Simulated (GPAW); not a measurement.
**NiMoIrPdW: single point with PBE**

NiMoIrPdW:

```
Ni Mo Pd Ir W
1.0
    -1.37004    1.37004    9.71647
     1.37004   -1.37004    9.71647
     1.37004    1.37004   -9.71647
Ni Mo Pd Ir W
1 1 1 1 1
Direct
  0.19862 0.19862 0.00000
  0.60922 0.60922 0.00000
  0.79310 0.79310 0.00000
  0.39944 0.39944 0.00000
  0.99565 0.99565 0.00000
```

The cell was built by a generator and needn't be a form met in nature.

- Program: GPAW 26.7.0
- Task: single point
- Functional: PBE
- Potentials or basis: GPAW PAW data sets (gpaw-data 1.2.1)
- Cutoff: 600 eV
- Basis: pw
- k mesh: 10 × 10 × 10
- Occupations: fermi-dirac, width 0.05 eV
- Spin: collinear spin, antiferromagnetic start
- Starting moments: [1.0, -1.0, 0.0, 0.6, 0.0] μB

* Pressure: -0.1 GPa
* Largest force: 0.074 eV/Å
* Band gap on the k mesh: none (metal or under the smearing width)
* Net moment: 0.00 μB per cell

Forces on the atoms (eV/Å):
```
Ni   0.000  0.000 -0.019
Mo   0.000  0.000 -0.046
Pd   0.000  0.000  0.074
Ir   0.000  0.000 -0.057
W    0.000  0.000  0.048
```

Stress tensor (GPa, compression positive):
```
-0.43  0.00  0.00
 0.00 -0.43  0.00
 0.00  0.00  0.45
```

Levels at points of the mesh, in eV from the Fermi level:
Spin up:
```csv
k point,band 34,band 35,band 36,band 37,band 38,band 39,band 40,band 41,band 42,band 43
"(0.00, 0.00, 0.00)",-1.01,-0.88,-0.88,-0.63,0.17,0.23,1.17,1.30,1.30,2.01
"(0.50, 0.00, 0.50)",-1.15,-1.07,-0.87,-0.75,0.40,0.64,0.85,1.24,1.42,2.76
"(0.50, 0.50, 0.00)",0.11,0.15,0.28,1.91,1.95,2.39,2.79,2.88,4.80,4.97
"(0.50, 0.50, 0.50)",-1.12,-0.68,-0.68,-0.63,-0.03,0.23,0.33,1.13,1.13,3.09
```
Spin down:
```csv
k point,band 36,band 37,band 38,band 39,band 40,band 41
"(0.00, 0.00, 0.00)",-0.88,-0.63,0.17,0.23,1.17,1.30
"(0.50, 0.00, 0.50)",-0.87,-0.75,0.40,0.64,0.85,1.24
"(0.50, 0.50, 0.00)",0.28,1.91,1.95,2.39,2.79,2.88
"(0.50, 0.50, 0.50)",-0.68,-0.63,-0.03,0.23,0.33,1.13
```

Wall time 41 min on 4 MPI ranks on Arm Neoverse V1, with other jobs on the host, peak memory 1 GiB a rank.

Caveat: the stock nickel data set gives pressures a few GPa off other programs; the program warned that so skewed a cell can give wrong results. The run has no spin-orbit coupling, so splittings on Ir, W are missing.
